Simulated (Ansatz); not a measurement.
# Ge2Sb2Te5: properties at the relaxed cell

The task here is to estimate one member of a computed series from the others.

Method: DFT PBEsol, scalar-relativistic, plane waves, PAW, in Ansatz 0.2.0.

2 further runs of the same task are left out: 2 set aside as unsound or not needed.

### The structure to begin with

It takes space group P-3m1 (No. 164, trigonal). Conventional cell: a = 4.202 Å, b = 4.202 Å, c = 17.106 Å, α = 90.00°, β = 90.00°, γ = 120.00°. Ge (site symmetry 3m) is surrounded by 6 Te at 2.81 to 3.17 Å. Sb (site symmetry 3m) has 6 Te at 2.99 to 3.14 Å in its first shell of neighbours. Te (site symmetry -3m) is surrounded by 6 Sb at 3.14 Å. Te (site symmetry 3m) has 3 Sb at 2.99 Å and 3 Ge at 3.17 Å in its first shell of neighbours. Te (site symmetry 3m) has 3 Ge at 2.81 Å in its first shell of neighbours.

Structure file:

```cif
data_structure
_symmetry_space_group_name_H-M 'P 1'
_symmetry_Int_Tables_number 1
_cell_length_a 4.2017
_cell_length_b 4.2017
_cell_length_c 17.1061
_cell_angle_alpha 90.000
_cell_angle_beta 90.000
_cell_angle_gamma 120.000
_cell_volume 261.54
loop_
_atom_site_label
_atom_site_type_symbol
_atom_site_fract_x
_atom_site_fract_y
_atom_site_fract_z
_atom_site_occupancy
Ge1 Ge 0.00000 0.00000 0.33811 1
Ge2 Ge 0.00000 0.00000 0.66189 1
Sb1 Sb 0.33333 0.66667 0.11669 1
Sb2 Sb 0.66667 0.33333 0.88331 1
Te1 Te 0.00000 0.00000 0.00000 1
Te2 Te 0.33333 0.66667 0.78106 1
Te3 Te 0.66667 0.33333 0.21894 1
Te4 Te 0.33333 0.66667 0.42068 1
Te5 Te 0.66667 0.33333 0.57932 1
```

It goes back to an entry of the Materials Project, which need not be the stable form.

This cell was relaxed beforehand with the same method: volume 29.06 Å³/atom, gap on the mesh none (metal).

The first run:

File input.yaml:

```yaml
crystal:
  lattice:
    - [4.201734003, 0.0, 0.0]
    - [-2.1008670015, 3.6388083866, 0.0]
    - [0.0, 0.0, 17.1060849973]
  atoms:
    - { symbol: Ge, position: [0.0, 0.0, 0.3381076148] }
    - { symbol: Ge, position: [0.0, 0.0, 0.6618923852] }
    - { symbol: Sb, position: [0.3333333333, 0.6666666667, 0.1166940764] }
    - { symbol: Sb, position: [0.6666666667, 0.3333333333, 0.8833059236] }
    - { symbol: Te, position: [0.0, 0.0, 0.0] }
    - { symbol: Te, position: [0.3333333333, 0.6666666667, 0.781058258] }
    - { symbol: Te, position: [0.6666666667, 0.3333333333, 0.218941742] }
    - { symbol: Te, position: [0.3333333333, 0.6666666667, 0.4206821847] }
    - { symbol: Te, position: [0.6666666667, 0.3333333333, 0.5793178153] }
basis:
  ecutwfc: 420
kpoints:
  mp_grid: { grid: [12, 12, 2] }
  band_path:
    path:
      - [[0.0, 0.0, 0.0], [0.5, 0.0, 0.0], [0.33333333, 0.33333333, 0.0], [0.0, 0.0, 0.0], [0.0, 0.0, 0.5], [0.5, 0.0, 0.5], [0.33333333, 0.33333333, 0.5], [0.0, 0.0, 0.5]]
      - [[0.5, 0.0, 0.5], [0.5, 0.0, 0.0]]
      - [[0.33333333, 0.33333333, 0.5], [0.33333333, 0.33333333, 0.0]]
    npoints: 14
hamiltonian:
  xc: pbesol
scf:
  occupations: { method: gaussian, width: 0.1 }
  n_extra_bands: 22
output:
  forces: true
  stress: true
  eigenvalues: true
  populations: true
  dos: { projected: true, de: 0.02, nscf_kmesh: { grid: [18, 18, 3] } }
  bader: true
  write_density: true
  write_potential: true
  elf: true
  volumetric_format: npy
```

On the command line:

```console
$ ansatz run input.yaml --threads 2 --pin off --max-ram 5120MiB --backend cpu --events-out ev --progress --plain --runs-dir out
```

Among the steps run: Electronic structure at the relaxed geometry; Volume × 0.97; Volume × 1.03; Volume × 0.94; Volume × 1.06.

One of the session's tables, all rows but one given; the rest of the session is left out.

It belongs to the step «Equation of state». 

```
volume (Å³/atom)  energy above the lowest point (meV/atom)  pressure (GPa)
          27.316                                      15.0            2.97
          28.188                                       3.5            1.32
          29.060                                       0.0            0.00
          29.932                                         ?               ?
          30.804                                       9.2           -1.30
```

Estimate the missing values for volume (Å³/atom) = 29.932.

Worked estimate for «energy above the lowest point (meV/atom)». A straight line through the neighbours (29.060, 0.0) and (30.804, 9.2) gives 0.0 + (9.2 − 0.0) × (29.932 − 29.060) / (30.804 − 29.060) = 4.6; a parabola fitted to 3 rows on both sides gives 1.9.

**Answer.** energy above the lowest point (meV/atom): 2.7; pressure (GPa): -0.95. In «energy above the lowest point (meV/atom)» the line misses by +1.9 and the parabola by -0.8.

Caveats from the session: Layers here are held mostly by dispersion, which this level lacks, so their spacing and the stiffness across them are unreliable there.
